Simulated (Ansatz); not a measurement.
# C4H6F2O: the cost of one run

Method: the settings change from run to run; program: Ansatz 0.2.0, Gaussian basis.

### Step 1. The geometry

An earlier PBE0-D4 in a triple-zeta def2 set relaxation fixed the geometry.

13 atoms, charge 0, spin multiplicity 1.

Atoms are counted from 1 here; the program's logs count them from 0.

Bond lengths: F1–C2 1.373 Å, C2–C3 1.527 Å, C2–O7 1.396 Å, C2–H8 1.092 Å, C3–C4 1.526 Å, C3–H9 1.090 Å, C3–H10 1.089 Å, C4–C5 1.513 Å, C4–H11 1.089 Å, C4–H12 1.092 Å, C5–F6 1.380 Å, C5–O7 1.386 Å, C5–H13 1.091 Å. Angles: F1–C2–C3 110.3°, F1–C2–O7 109.7°, F1–C2–H8 106.2°, C3–C2–O7 107.2°, C3–C2–H8 115.6°, O7–C2–H8 107.8°, C2–C3–C4 103.7°, C2–C3–H9 108.0°, C2–C3–H10 111.9°, C4–C3–H9 111.7°, C4–C3–H10 113.2°, H9–C3–H10 108.3°, C3–C4–C5 102.0°, C3–C4–H11 114.1°, C3–C4–H12 111.4°, C5–C4–H11 111.8°, C5–C4–H12 108.8°, H11–C4–H12 108.6° and more.

Coordinates:

```csv
atom,x (Å),y (Å),z (Å)
F1,-1.6121,1.6417,0.3680
C2,-1.2463,0.3197,0.3000
C3,-0.4478,0.0551,-0.9744
C4,0.8384,-0.5915,-0.4670
C5,0.9006,-0.0889,0.9586
F6,1.4983,1.1544,0.9895
O7,-0.4172,0.0060,1.3780
H8,-2.1672,-0.2574,0.4076
H9,-0.2535,1.0137,-1.4560
H10,-0.9971,-0.5734,-1.6741
H11,1.7282,-0.3164,-1.0314
H12,0.7578,-1.6805,-0.4537
H13,1.4382,-0.7174,1.6698
```

### Step 2. CCSD(T)/def2-SVP

Options: charge +1, multiplicity 2, density fitting with cc-pVTZ-jkfit.

in.yaml reads:

```yaml
crystal:
  periodic: [false, false, false]
  atoms:
    - {symbol: F, position_ang: [-1.612072, 1.641658, 0.368029]}
    - {symbol: C, position_ang: [-1.246306, 0.319711, 0.299988]}
    - {symbol: C, position_ang: [-0.447764, 0.055085, -0.974425]}
    - {symbol: C, position_ang: [0.838425, -0.591512, -0.466966]}
    - {symbol: C, position_ang: [0.900590, -0.088878, 0.958601]}
    - {symbol: F, position_ang: [1.498312, 1.154351, 0.989491]}
    - {symbol: O, position_ang: [-0.417223, 0.005958, 1.377952]}
    - {symbol: H, position_ang: [-2.167212, -0.257416, 0.407603]}
    - {symbol: H, position_ang: [-0.253486, 1.013736, -1.455959]}
    - {symbol: H, position_ang: [-0.997065, -0.573363, -1.674109]}
    - {symbol: H, position_ang: [1.728165, -0.316353, -1.031441]}
    - {symbol: H, position_ang: [0.757754, -1.680477, -0.453653]}
    - {symbol: H, position_ang: [1.438183, -0.717402, 1.669790]}
basis:
  gaussian: {orbitals: def2-SVP, fitting: {mean_field: cc-pVTZ-jkfit}}
total_charge: 1
magnetization: {spin_polarized: true, initial_magnetization: 1}
hamiltonian: {xc: {name: HF}}
correlation: {method: ccsd_t}
```

Started as:

```console
$ ansatz run in.yaml --threads 4 --pin off --events-out ev --progress --plain --max-ram 11315MiB
```

Q: Estimate wall time and peak memory on 4 threads of Arm Neoverse V2, shared host.

About 3 min, with a peak of 2.2 GiB.
